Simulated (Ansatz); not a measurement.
**C2H7NOSi2: up Jacob's ladder to CCSD(T)**

One table from this session's results is given with a row withheld; the runs are named, their logs left out.

The runs use Ansatz 0.2.0, Gaussian basis; functionals in def2-TZVPP, the program's frozen cores in correlated methods.

The runs, in order: PBE-D4, r2SCAN-D4, PBE0-D4, B3LYP-D4, ωB97X-V, ωB97M-V, B2PLYP; CCSD(T)/def2-TZVPP; MP2/def2-QZVPP; extrapolation to the limit.

### The relaxed structure

All runs share one geometry, relaxed beforehand with PBE0-D4 in a triple-zeta def2 set.

SMILES `N[SiH]1C=C([SiH3])O1`, 13 atoms, charge 0, spin multiplicity 1.

Atoms are counted from 1 here; the program's logs count them from 0.

Bond lengths: N1–Si2 1.689 Å, N1–H7 1.006 Å, N1–H8 1.006 Å, Si2–C3 1.833 Å, Si2–O6 1.719 Å, Si2–H9 1.481 Å, C3–C4 1.349 Å, C3–H10 1.077 Å, C4–Si5 1.877 Å, C4–O6 1.393 Å, Si5–H11 1.485 Å, Si5–H12 1.484 Å, Si5–H13 1.485 Å. Angles: Si2–N1–H7 123.0°, Si2–N1–H8 122.2°, H7–N1–H8 112.8°, N1–Si2–C3 121.6°, N1–Si2–O6 118.4°, N1–Si2–H9 106.4°, C3–Si2–O6 78.2°, C3–Si2–H9 120.1°, O6–Si2–H9 109.8°, Si2–C3–C4 84.4°, Si2–C3–H10 147.2°, C4–C3–H10 128.0°, C3–C4–Si5 132.5°, C3–C4–O6 109.6°, Si5–C4–O6 117.9°, C4–Si5–H11 109.7°, C4–Si5–H12 108.2°, C4–Si5–H13 109.5° and more.

The first run:

File in.yaml:

```yaml
crystal:
  periodic: [false, false, false]
  atoms:
    - {symbol: N, position_ang: [-2.643372, 0.681649, -0.705254]}
    - {symbol: Si, position_ang: [-1.174866, 0.932600, 0.090881]}
    - {symbol: C, position_ang: [0.431780, 0.724598, -0.766875]}
    - {symbol: C, position_ang: [0.654398, -0.227413, 0.162772]}
    - {symbol: Si, position_ang: [2.154256, -1.282686, 0.561311]}
    - {symbol: O, position_ang: [-0.479883, -0.379206, 0.957703]}
    - {symbol: H, position_ang: [-2.766777, -0.013093, -1.422286]}
    - {symbol: H, position_ang: [-3.515823, 1.021663, -0.338665]}
    - {symbol: H, position_ang: [-1.386049, 2.079390, 1.003271]}
    - {symbol: H, position_ang: [1.112524, 1.091680, -1.517075]}
    - {symbol: H, position_ang: [1.791187, -2.720273, 0.481391]}
    - {symbol: H, position_ang: [3.216349, -0.969403, -0.426964]}
    - {symbol: H, position_ang: [2.626677, -0.974208, 1.934690]}
basis:
  gaussian: {orbitals: def2-TZVPP}
hamiltonian: {xc: pbe, dispersion: d4}
output: {forces: true, orbitals: {seedname: orbitals}}
```

On the command line:

```console
ansatz run in.yaml --threads 2 --pin off --events-out ev --progress --plain --max-ram 32768MiB --backend cuda --devices 0, --max-vram 18GiB
```

Among the steps run: PBE-D4 (GGA); r2SCAN-D4 (meta-GGA); PBE0-D4 (hybrid); B3LYP-D4 (hybrid); ωB97X-V (range-separated); ωB97M-V (range-separated); B2PLYP (double hybrid); CCSD(T) in def2-TZVPP; MP2 in def2-QZVPP.

One of the session's tables, all rows but one given; the rest of the session is left out.

```
            method  atomisation energy (kJ/mol)
            PBE-D4                       4980.4
         r2SCAN-D4                       4897.4
           PBE0-D4                       4886.5
          B3LYP-D4                       4889.0
           ωB97X-V                       4920.8
           ωB97M-V                       4914.1
            B2PLYP                       4835.8
     HF/def2-TZVPP                       3475.6
    MP2/def2-TZVPP                       4836.2
   CCSD/def2-TZVPP                       4664.1
CCSD(T)/def2-TZVPP                       4746.9
           MP2/CBS                       4984.9
       CCSD(T)/CBS                            ?
```

Q: Estimate the row for CCSD(T)/CBS from the others.

As computed: atomisation energy (kJ/mol): 4895.6. In the column «atomisation energy (kJ/mol)» it lies between B3LYP-D4 (4889.0) and r2SCAN-D4 (4897.4).

Limits of these values: Free atoms (1 N, 2 Si, 2 C, 1 O, 7 H) were run apart at each level; the atomisation energy is their sum less the molecule, without zero-point or spin-orbit terms.
